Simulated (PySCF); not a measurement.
# A diatomic session: NiN

One table from this session's results is given with a row withheld; the runs are named, their logs left out.

Method: Ni x2c-TZVPPall, N x2c-TZVPPall, spin-free X2C with a Gaussian nucleus; program: PySCF 2.14.0.

The first run:

Settings of the job:

- atoms: Ni, N
- charge: 0
- basis: Ni x2c-TZVPPall, N x2c-TZVPPall
- Hamiltonian: spin-free X2C with a Gaussian nucleus
- basis functions: 95
- electrons treated: 35
- masses in u: 57.9353, 14.0031
- levels: PBE0, PBE, r²SCAN, B97-3, M06, BLYP, TPSS, CAM-B3LYP, HF, MP2, SCS-MP2
- grid: 80 radial by 434 angular points
- occupations: held fixed by the projection of orbital angular momentum
- dissociation limit: Ni + N, each in its ground configuration
- starting distance in angstrom: 1.710
- values of 2S to try: 1, 3, 5, 7

On the command line:

```sh
$ OMP_NUM_THREADS=1 python dia.py task.json out
```

Among the steps run: Set-up; The PBE0 curve of the state that the search chose; Other states along the same grid; PBE; r²SCAN (meta-GGA); B97-3 (global hybrid GGA); M06; BLYP (GGA); TPSS (meta-GGA); CAM-B3LYP (range-separated hybrid); ROHF (mean field).

One table of the session follows, with a row left open; its other results are not shown here.

Energy (eV) from each level's lowest point:

```
R (Å)   ROHF  ROHF-MP2  ROHF-SCS-MP2    PBE   BLYP
1.499  1.822     0.689         0.832  0.727  0.818
1.569  1.085     0.284         0.376  0.280  0.339
1.638  0.589     0.068         0.118  0.059  0.090
1.691  0.338     0.002         0.026  0.000  0.011
1.743  0.168     0.000         0.000  0.006  0.000
1.795      ?         ?             ?      ?      ?
1.865  0.000     0.166         0.117  0.186  0.146
1.952  0.013     0.372         0.292  0.396  0.336
2.057  0.120     0.663         0.550  0.687  0.606
2.196  0.354     1.077         0.927  1.089  0.988
```

Q: Estimate the row for R (Å) = 1.795 from the others.

Worked estimate for «ROHF». A straight line through the neighbours (1.743, 0.168) and (1.865, 0.000) gives 0.168 + (0.000 − 0.168) × (1.795 − 1.743) / (1.865 − 1.743) = 0.096; a parabola fitted to 4 rows on both sides gives 0.068.

As computed: ROHF: 0.063; ROHF-MP2: 0.048; ROHF-SCS-MP2: 0.025; PBE: 0.061; BLYP: 0.039. In «ROHF» the line misses by +0.033 and the parabola by +0.005.

To keep in mind: The state is the lowest single determinant that the PBE0 search found; with open d or f shells the true ground state can be another one. At some levels the lowest empty orbital lies below the highest filled one (the two can be of opposite spin).
